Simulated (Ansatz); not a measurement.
**CH₅NSSi: small, medium and large basis sets**

Aim: see how fast density functionals converge with the basis set for CH₅NSSi.

The runs use Ansatz 0.2.0, Gaussian basis; one geometry, several basis sets.

Plan: PBE0-D4/def2-SVP; ωB97M-V/def2-SVP; PBE0-D4/def2-QZVPP; ωB97M-V/def2-QZVPP; the functionals' def2-TZVPP values are taken from earlier runs.

## 1. The geometry

An earlier PBE0-D4 in a triple-zeta def2 set relaxation fixed the geometry.

9 atoms, charge 0, spin multiplicity 1.

Atoms are counted from 1 here; the program's logs count them from 0.

Bond lengths: C1–S2 1.813 Å, C1–H5 1.089 Å, C1–H6 1.092 Å, C1–H7 1.089 Å, S2–Si3 2.141 Å, Si3–N4 1.710 Å, N4–H8 1.009 Å, N4–H9 1.007 Å. Angles: S2–C1–H5 109.2°, S2–C1–H6 110.5°, S2–C1–H7 109.3°, H5–C1–H6 109.2°, H5–C1–H7 109.4°, H6–C1–H7 109.2°, C1–S2–Si3 100.1°, S2–Si3–N4 98.2°, Si3–N4–H8 127.5°, Si3–N4–H9 120.2°, H8–N4–H9 112.2°.

## 2. PBE0-D4 in def2-SVP

in.yaml reads:

```yaml
crystal:
  periodic: [false, false, false]
  atoms:
    - {symbol: C, position_ang: [-0.473359, 0.416513, -1.868590]}
    - {symbol: S, position_ang: [0.689560, 0.399906, -0.477260]}
    - {symbol: Si, position_ang: [-0.528341, -0.529790, 1.017601]}
    - {symbol: N, position_ang: [0.607038, -0.523735, 2.295757]}
    - {symbol: H, position_ang: [-0.632388, 1.444765, -2.190595]}
    - {symbol: H, position_ang: [-1.429775, -0.019221, -1.573524]}
    - {symbol: H, position_ang: [-0.055875, -0.160415, -2.692695]}
    - {symbol: H, position_ang: [1.551735, -0.170556, 2.276941]}
    - {symbol: H, position_ang: [0.359907, -0.903767, 3.195264]}
basis:
  gaussian: {orbitals: def2-SVP}
hamiltonian: {xc: pbe0, dispersion: d4}
output: {orbitals: {seedname: orbitals}}
```

Command:

```bash
$ ansatz run in.yaml --threads 4 --pin off --events-out ev --progress --plain --max-ram 10444MiB
```

Further steps of the session: ωB97M-V in def2-SVP; PBE0-D4 in def2-QZVPP; ωB97M-V in def2-QZVPP.

Q: Predict the results of all the runs planned. Wanted: PBE0-D4: double and triple zeta above quadruple; ωB97M-V: double and triple zeta above quadruple.

**Answer**, as computed:

```
                                       quantity           value
PBE0-D4: double and triple zeta above quadruple  10.42, 0.75 eV
ωB97M-V: double and triple zeta above quadruple  10.51, 0.72 eV
```

PBE0-D4 gains 9.66 eV from double to triple zeta, then 0.75 eV more. These are total energies; as a rule much of such shifts cancels in differences, which this series doesn't test.
